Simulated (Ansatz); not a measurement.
# TlSn: properties at the relaxed cell

One table from this session's results is given with a row withheld; the runs are named, their logs left out.

Program: Ansatz 0.2.0. Level of theory: DFT r2SCAN, scalar-relativistic, plane waves, PAW. These are calculated values, not measurements.

**Starting point**

It takes space group P4/mmm (No. 123, tetragonal). The conventional cell has a = 3.260 Å, b = 3.260 Å, c = 5.450 Å, α = 90.00°, β = 90.00°, γ = 90.00°. Around Tl (site symmetry 4/mmm) lie 4 Tl at 3.26 Å and 8 Sn at 3.57 Å. Around Sn (site symmetry 4/mmm) lie 4 Sn at 3.26 Å and 8 Tl at 3.57 Å.

Structure file:

```xyz
2
Lattice="3.2595 0.0000 0.0000 0.0000 3.2595 0.0000 0.0000 0.0000 5.4498" Properties=species:S:1:pos:R:3 pbc="T T T"
Tl    0.0000    0.0000    0.0000
Sn    1.6298    1.6298    2.7249
```

It is the result of an earlier relaxation at this level (volume 28.95 Å³/atom; gap on the mesh: none (metal)).

Set-up of the first run:

Contents of input.yaml:

```yaml
crystal:
  lattice:
    - [3.2595214851, 0.0, 0.0]
    - [0.0, 3.2595214851, 0.0]
    - [0.0, 0.0, 5.4498262652]
  atoms:
    - { symbol: Tl, position: [0.0, 0.0, 0.0] }
    - { symbol: Sn, position: [0.5, 0.5, 0.5] }
basis:
  ecutwfc: 500
kpoints:
  mp_grid: { grid: [12, 12, 10] }
  band_path:
    path:
      - [[0.0, 0.0, 0.0], [0.0, 0.5, 0.0], [0.5, 0.5, 0.0], [0.0, 0.0, 0.0], [0.0, 0.0, 0.5], [0.0, 0.5, 0.5], [0.5, 0.5, 0.5], [0.0, 0.0, 0.5]]
      - [[0.0, 0.5, 0.0], [0.0, 0.5, 0.5]]
      - [[0.5, 0.5, 0.0], [0.5, 0.5, 0.5]]
    npoints: 14
hamiltonian:
  xc: r2scan
scf:
  occupations: { method: gaussian, width: 0.1 }
  n_extra_bands: 6
output:
  forces: true
  stress: true
  eigenvalues: true
  populations: true
  dos: { projected: true, de: 0.02, nscf_kmesh: { grid: [18, 18, 15] } }
  bader: true
  write_density: true
  write_potential: true
  elf: true
  volumetric_format: npy
```

On the command line:

```sh
$ ansatz run input.yaml --threads 1 --pin off --max-ram 2560MiB --backend cpu --events-out ev --progress --plain --runs-dir out
```

Among the steps run: Static run: bands, density of states and charges; The cell as listed, for comparison; Point at V/V0 = 0.97; The cell scaled to 1.03 of its volume; Point at V/V0 = 0.94; The cell scaled to 1.06 of its volume; The cell scaled to 0.91 of its volume; Volume × 1.10; Volume × 0.88.

One of the session's tables, all rows but one given; the rest of the session is left out.

It belongs to the step «Equation of state». 

| volume (Å³/atom) | energy above the lowest point (meV/atom) | pressure (GPa) |
| --- | --- | --- |
| 25.477 | 66.7 | 6.97 |
| 26.345 | 35.3 | 4.76 |
| 27.214 | 14.7 | 2.88 |
| 28.082 | 3.5 | 1.33 |
| 28.951 | 0.0 | 0.02 |
| 29.819 | ? | ? |
| 30.688 | 11.1 | -1.94 |
| 31.846 | 28.9 | -2.95 |

**Question.** Estimate the row for volume (Å³/atom) = 29.819.

Worked estimate for «energy above the lowest point (meV/atom)». A straight line through the neighbours (28.951, 0.0) and (30.688, 11.1) gives 0.0 + (11.1 − 0.0) × (29.819 − 28.951) / (30.688 − 28.951) = 5.5; a parabola fitted to 4 rows on both sides gives 3.0.

The run gave: energy above the lowest point (meV/atom): 2.9; pressure (GPa): -1.05. In «energy above the lowest point (meV/atom)» the line misses by +2.6 and the parabola by +0.1.
